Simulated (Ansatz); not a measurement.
**One shape, several levels: C2H5AlN2 (SMILES C#[C][Al]([NH2])[NH2])**

Aim: a comparison of 6 runs (HF/STO-3G, B3LYP/def2-SVP, BHLYP/def2-SVP, PBE/def2-SVP, r2SCAN0/def2-SVP, CCSD/def2-SVP) of C2H5AlN2. 

The calculation is run with Ansatz 0.2.0.

62 further runs of the same task are left out: 1 that didn't finish, 61 set aside as unsound or not needed.

### 1 The system as given

C2H5AlN2: 10 atoms, total charge 0, spin state singlet. SMILES: `C#[C][Al]([NH2])[NH2]`. The N4–H7 distance was set to 2.213 Å, away from the relaxed value. At this shape a bond of the SMILES string is far longer than usual.

Bond lengths: C1–C2 1.210 Å, C2–Al3 1.908 Å, Al3–N4 1.763 Å, Al3–N5 1.763 Å, C1–H6 1.067 Å, N4–H8 1.006 Å, N5–H9 1.006 Å, N5–H10 1.006 Å. Angles: C1–C2–Al3 180.0°, C2–Al3–N4 118.9°, C2–Al3–N5 118.9°, N4–Al3–N5 122.2°, C2–C1–H6 180.0°, Al3–N4–H8 123.3°, Al3–N5–H9 123.3°, Al3–N5–H10 126.4°, H9–N5–H10 110.4°.

### 2 A single-point energy at HF/STO-3G (run 1)

Contents of molecule.yaml:

```yaml
crystal:
  periodic: [false, false, false]
  atoms:
    - {symbol: C, position_ang: [-3.303851, 1.880734, 1.255976]}
    - {symbol: C, position_ang: [-2.281651, 1.353234, 0.880476]}
    - {symbol: Al, position_ang: [-0.670051, 0.521634, 0.288476]}
    - {symbol: N, position_ang: [-0.688151, -1.201466, -0.084324]}
    - {symbol: "N", position_ang: [0.786649, 1.502534, 0.132776]}
    - {symbol: H, position_ang: [-4.204851, 2.345634, 1.586876]}
    - {symbol: H, position_ang: [1.027400, -2.410800, -0.785900]}
    - {symbol: H, position_ang: [-1.510551, -1.775566, -0.001024]}
    - {symbol: H, position_ang: [0.814249, 2.486734, 0.341376]}
    - {symbol: H, position_ang: [1.691949, 1.183034, -0.167624]}
basis:
  gaussian:
    orbitals: STO-3G
hamiltonian:
  xc: hf
accuracy: high
output: {orbitals: {seedname: orbitals}}
```

Started as:

```
$ ansatz run molecule.yaml --threads 1 --pin off --max-ram 3480MiB --events-out events.jsonl --progress --plain --runs-dir runs
```

Log:

```text
Warning: RAYON_NUM_THREADS=1 ignored (pool sized by the plan → 1); use --threads N
Functional definition: HF
  name "HF"
  exchange = exact_x
  correlation = 0
676 factors; integrals over basis functions are off by at most 4.3e-9 eV
mean field evaluation 1: about -11529.9391 eV, gradient 3.3e1 eV
mean field evaluation 2: about -11529.9709 eV, gradient 3.3e1 eV
mean field evaluation 4: about -11534.6022 eV, gradient 3.8e0 eV
mean field evaluation 8: about -11534.6704 eV, gradient 3.3e-2 eV
mean field -11534.66594687 eV, -423.8911550699 hartree, gradient 2.6e-8 eV, S^2 0.000000; 0 other end points of the search recorded, 0 dependent functions left out
reference -11534.66594687 eV, -423.8911550699 hartree; 22, 22 occupied and 12, 12 virtual orbitals, 676 factors
Total energy: -11534.66594687 eV, -423.8911550699 hartree
```

It took 0.36 s on 1 thread of Intel Xeon Platinum 8488C (Sapphire Rapids), shared host.

### 3 The energy at B3LYP/def2-SVP (run 2)

Changes to molecule.yaml since step 2:

```diff
@@ -1 +1,4 @@
+basis:
+  gaussian:
+    orbitals: def2-SVP
 crystal:
@@ -7,3 +10,3 @@
     - {symbol: N, position_ang: [-0.688151, -1.201466, -0.084324]}
-    - {symbol: "N", position_ang: [0.786649, 1.502534, 0.132776]}
+    - {symbol: N, position_ang: [0.786649, 1.502534, 0.132776]}
     - {symbol: H, position_ang: [-4.204851, 2.345634, 1.586876]}
@@ -13,7 +16,6 @@
     - {symbol: H, position_ang: [1.691949, 1.183034, -0.167624]}
-basis:
-  gaussian:
-    orbitals: STO-3G
+magnetization:
+  spin_polarized: false
 hamiltonian:
-  xc: hf
+  xc: {name: B3LYP}
 accuracy: high
```

Started as:

```
$ ansatz run molecule.yaml --threads 1 --pin off --max-ram 3480MiB --events-out events.jsonl --progress --plain --runs-dir runs
```

Log:

```text
Warning: RAYON_NUM_THREADS=1 ignored (pool sized by the plan → 1); use --threads N
Functional definition: B3LYP
  name "B3LYP"
  parameter a0 = 0.2
  parameter ax = 0.72
  parameter ac = 0.81
  exchange = (1 - a0 - ax)*slater_x + ax*b88_x + a0*exact_x
  correlation = (1 - ac)*vwn_rpa_c + ac*lyp_c
2201 factors; integrals over basis functions are off by at most 2.4e-8 eV
mean field evaluation 1: about -11698.0692 eV, gradient 9.6e1 eV
mean field evaluation 2: about -11640.6805 eV, gradient 1.5e2 eV
mean field evaluation 4: about -11718.5157 eV, gradient 2.6e1 eV
mean field evaluation 8: about -11721.9713 eV, gradient 3.4e0 eV
mean field evaluation 16: about -11722.1647 eV, gradient 7.9e-3 eV
mean field -11722.16471275 eV, -430.7816076248 hartree, gradient 5.0e-8 eV, S^2 0.000000; 0 other end points of the search recorded, 0 dependent functions left out
reference -11722.16475824 eV, -430.7816092967 hartree; 22, 22 occupied and 77, 77 virtual orbitals, 2201 factors
Total energy: -11722.16475824 eV, -430.7816092967 hartree
```

Run time: 7.5 s. Hardware: 1 thread of Intel Xeon Platinum 8488C (Sapphire Rapids), shared host; peak memory 0.36 GiB.

Run 3 isn't shown in full; the table further down has it.

### 4 A single-point energy at PBE/def2-SVP (run 4)

Contents of run.yaml:

```yaml
basis:
  gaussian: {orbitals: def2-SVP}
crystal:
  periodic: [false, false, false]
  atoms:
    - {symbol: C, position_ang: [-3.303851, 1.880734, 1.255976]}
    - {symbol: C, position_ang: [-2.281651, 1.353234, 0.880476]}
    - {symbol: Al, position_ang: [-0.670051, 0.521634, 0.288476]}
    - {symbol: N, position_ang: [-0.688151, -1.201466, -0.084324]}
    - {symbol: "N", position_ang: [0.786649, 1.502534, 0.132776]}
    - {symbol: H, position_ang: [-4.204851, 2.345634, 1.586876]}
    - {symbol: H, position_ang: [1.027400, -2.410800, -0.785900]}
    - {symbol: H, position_ang: [-1.510551, -1.775566, -0.001024]}
    - {symbol: H, position_ang: [0.814249, 2.486734, 0.341376]}
    - {symbol: H, position_ang: [1.691949, 1.183034, -0.167624]}
hamiltonian: {xc: pbe}
accuracy: high
output: {orbitals: {seedname: orbitals}}
```

Started as:

```
$ ansatz run run.yaml --threads 1 --pin off --max-ram 3480MiB --events-out events.jsonl --progress --plain --runs-dir runs
```

Log:

```text
Warning: RAYON_NUM_THREADS=1 ignored (pool sized by the plan → 1); use --threads N
Functional definition: PBE
  name "PBE"
  parameter kappa = 0.804
  parameter beta = 0.06672455060314922
  exchange = pbe_x(kappa = kappa, mu = beta*pi^2/3)
  correlation = pbe_c(beta = beta)
2201 factors; integrals over basis functions are off by at most 2.4e-8 eV
mean field evaluation 1: about -11681.9465 eV, gradient 1.1e2 eV
mean field evaluation 2: about -11571.8764 eV, gradient 1.8e2 eV
mean field evaluation 4: about -11705.6418 eV, gradient 3.1e1 eV
mean field evaluation 8: about -11711.4263 eV, gradient 3.7e0 eV
mean field evaluation 16: about -11711.4797 eV, gradient 1.4e-2 eV
mean field evaluation 32: about -11696.6348 eV, gradient 4.5e1 eV
mean field -11711.47968466 eV, -430.3889400854 hartree, gradient 1.7e-8 eV, S^2 0.000000; 4 other end points of the search recorded, 0 dependent functions left out
reference -11711.47968858 eV, -430.3889402294 hartree; 22, 22 occupied and 77, 77 virtual orbitals, 2201 factors
Total energy: -11711.47968858 eV, -430.3889402294 hartree
```

Run time: 8.1 s. Hardware: 1 thread of Intel Xeon Platinum 8488C (Sapphire Rapids), shared host; peak memory 0.28 GiB.

Run 5 isn't shown in full; the table further down has it.

### 5 The energy at CCSD/def2-SVP (run 6)

Contents of input.yaml:

```yaml
crystal:
  periodic: [false, false, false]
  atoms:
    - {symbol: C, position_ang: [-3.303851, 1.880734, 1.255976]}
    - {symbol: C, position_ang: [-2.281651, 1.353234, 0.880476]}
    - {symbol: Al, position_ang: [-0.670051, 0.521634, 0.288476]}
    - {symbol: N, position_ang: [-0.688151, -1.201466, -0.084324]}
    - {symbol: "N", position_ang: [0.786649, 1.502534, 0.132776]}
    - {symbol: H, position_ang: [-4.204851, 2.345634, 1.586876]}
    - {symbol: H, position_ang: [1.027400, -2.410800, -0.785900]}
    - {symbol: H, position_ang: [-1.510551, -1.775566, -0.001024]}
    - {symbol: H, position_ang: [0.814249, 2.486734, 0.341376]}
    - {symbol: H, position_ang: [1.691949, 1.183034, -0.167624]}
basis:
  gaussian: {orbitals: def2-SVP}
magnetization: {spin_polarized: false, initial_magnetization: 0}
correlation: {method: ccsd, frozen_orbitals: {Al: 5, C: 1, H: 0, "N": 1}}
accuracy: high
scf: {omitted_lower_state_checks: [cluster_reference, increment]}
```

Started as:

```
$ ansatz run input.yaml --threads 1 --pin off --max-ram 3480MiB --events-out events.jsonl --progress --plain --runs-dir runs
```

Log, shortened:

```text
Warning: RAYON_NUM_THREADS=1 ignored (pool sized by the plan → 1); use --threads N
[... 2 set-up lines as earlier in the session ...]
[...]
2201 factors; integrals over basis functions are off by at most 2.4e-8 eV
[...]
mean field -11674.72807952 eV, -429.0383435076 hartree, gradient 1.5e-8 eV, S^2 0.000000; 1 other end points of the search recorded, 0 dependent functions left out; unrestricted orbitals would lower it
9 core orbitals not correlated: weight in the atoms' cores, before any rotation towards them, 1.000 or more for the frozen orbitals, at most 0.000 for the correlated occupied ones
reference -11674.72807952 eV, -429.0383435076 hartree; 13, 13 occupied and 77, 77 virtual orbitals, 2201 factors
second order -18.56113912 eV of doubles, -0.00000000 eV of singles
cycle   1  -18.84486426 eV  change   -8.6e-1 eV  update   1.4e-1
[...]
cycle  30  -20.03980429 eV  change  -4.0e-10 eV  update   1.5e-9
WARN: these amplitudes may be one of several solutions (largest doubles amplitude 0.35, level shift 1.03 eV)
Total energy: -11694.76788381 eV, -429.7747927318 hartree
Checks for a lower state left out: cluster_reference, increment
```

Run time: 30 s. Hardware: 1 thread of Intel Xeon Platinum 8488C (Sapphire Rapids), shared host; peak memory 0.7 GiB.

### 6 Overview of the runs

```
run             level  frozen core orbitals  energy (Eh)  HOMO energy (eV)  LUMO energy (eV)  HOMO–LUMO gap (eV)  wall time
  1         HF/STO-3G                     –  -423.891155             -6.53              3.31                9.83     0.36 s
  2    B3LYP/def2-SVP                     –  -430.781609             -6.43             -4.34                2.09      7.5 s
  3    BHLYP/def2-SVP                     –  -430.625970             -8.13             -3.12                5.01      8.7 s
  4      PBE/def2-SVP                     –  -430.388940             -5.18             -4.98                0.20      8.1 s
  5  r2SCAN0/def2-SVP                     –  -430.576453             -6.94             -4.13                2.81       14 s
  6     CCSD/def2-SVP                     9  -429.774793                 –                 –                   –       30 s
```

### 7 Summary of results

```
                                          quantity          value
                               run 6: total energy  -429.77479 Eh
run 6: correlation energy (9 core orbitals frozen)     -736.4 mEh
                              run 6: T1 diagnostic          0.021
```

**Reading.** Over runs 1, 2, 3, 4, 5 the HOMO–LUMO gap runs from 0.20 eV (PBE/def2-SVP) to 9.83 eV (HF/STO-3G). The two ends differ in method and basis. Totals of different functionals can't be ranked against each other. In run 6 the log says that unrestricted orbitals would lower the reference, so the values rest on an unstable closed-shell determinant (other closed-shell runs at this shape may share the fault). In run 1 the basis is minimal, so the values are rough. All runs together took 69 s, the longest 30 s.
